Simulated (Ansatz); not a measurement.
# FH2SSb: ionisation energy by level of theory

Aim: the vertical ionisation energy of FH2SSb, as cation minus neutral at the neutral's geometry, on several levels, and how well −ε(HOMO) stands in for it.

Computed with Ansatz 0.2.0, Gaussian basis. Level: unrestricted cation, the program's frozen cores in correlated methods.

Plan: UKS PBE-D4/def2-TZVPP; UKS r2SCAN-D4/def2-TZVPP; UKS PBE0-D4/def2-TZVPP; UKS B3LYP-D4/def2-TZVPP; UKS wB97X-V/def2-TZVPP; UKS wB97M-V/def2-TZVPP; UKS B2PLYP/def2-TZVPP; UHF-CCSD(T)/def2-TZVPP; UHF-MP2/def2-QZVPP; extrapolation to the limit; then −ε(HOMO) from the neutral's earlier runs with LDA (SPW92), PBE-D4, revPBE-D4, BLYP-D4, r2SCAN-D4, B97M-V, PBE0-D4, B3LYP-D4, r2SCANh-D4, r2SCAN0-D4, HSE06-D4, BHLYP-D4, CAM-B3LYP-D4, LC-ωPBE, ωB97X-V, ωB97M-V.

1 further run of the same task is left out (for a known fault of the program).

## Step 1: The relaxed structure

An earlier PBE0-D4 in a triple-zeta def2 set relaxation fixed the geometry. Sb takes the def2 core potential; no spin-orbit term is included.

SMILES `[F][SbH][SH]`, 5 atoms, charge 0, spin multiplicity 1.

Atoms are counted from 1 here; the program's logs count them from 0.

Bond lengths: F1–Sb2 1.921 Å, Sb2–S3 2.405 Å, Sb2–H4 1.717 Å, S3–H5 1.342 Å. Angles: F1–Sb2–S3 99.0°, F1–Sb2–H4 92.0°, S3–Sb2–H4 93.6°, Sb2–S3–H5 95.7°.

## Step 2: Cation, UKS PBE-D4/def2-TZVPP

Contents of in.yaml:

```yaml
crystal:
  periodic: [false, false, false]
  atoms:
    - {symbol: F, position_ang: [-1.294502, -0.984251, 1.090803]}
    - {symbol: Sb, position_ang: [-0.516014, -0.843615, -0.659996]}
    - {symbol: S, position_ang: [1.683437, -0.098955, -0.033654]}
    - {symbol: H, position_ang: [-1.115169, 0.752304, -0.862632]}
    - {symbol: H, position_ang: [1.292048, 1.100817, 0.424079]}
basis:
  gaussian: {orbitals: def2-TZVPP}
total_charge: 1
magnetization: {spin_polarized: true, initial_magnetization: 1}
hamiltonian: {xc: pbe, dispersion: d4}
```

Command:

```console
$ ansatz run in.yaml --threads 2 --pin off --events-out ev --progress --plain --max-ram 4352MiB
```

The runs that follow: Cation, UKS r2SCAN-D4/def2-TZVPP; Cation, UKS PBE0-D4/def2-TZVPP; Cation, UKS B3LYP-D4/def2-TZVPP; Cation, UKS wB97X-V/def2-TZVPP; Cation, UKS wB97M-V/def2-TZVPP; Cation, UKS B2PLYP (frozen core)/def2-TZVPP; Cation, UHF-CCSD(T)/def2-TZVPP; Cation, UHF-MP2/def2-QZVPP.

**Question.** What will the summary of the whole plan be? Wanted: ionisation energy, CCSD(T)/CBS; nearest functional by difference; nearest −ε(HOMO); −ε(HOMO) of PBE; T1 of the cation.

**Answer**, as computed:

| quantity | value |
| --- | --- |
| ionisation energy, CCSD(T)/CBS | 10.25 eV |
| nearest functional by difference | ωB97X-V (-0.13 eV) |
| nearest −ε(HOMO) | ωB97X-V (-0.03 eV) |
| −ε(HOMO) of PBE | 6.63 eV |
| T1 of the cation | 0.017 |

In words: By cation minus neutral, the functionals miss by 0.49 eV at most. The PBE orbital energy is 3.6 eV too small: a semilocal HOMO is no ionisation energy. Among orbital estimates ωB97X-V comes nearest. Hartree-Fock falls 1.23 eV short, as the neutral has more correlation energy than the cation. The cation may have settled in a state other than its lowest; no search over hole states beyond the program's own was made. Correlated methods include outer-core shells of Sb, which these sets cover unevenly. With outer-core shells in play the reference is unsure by up to some tenths of an eV, so close misses can't be ranked.
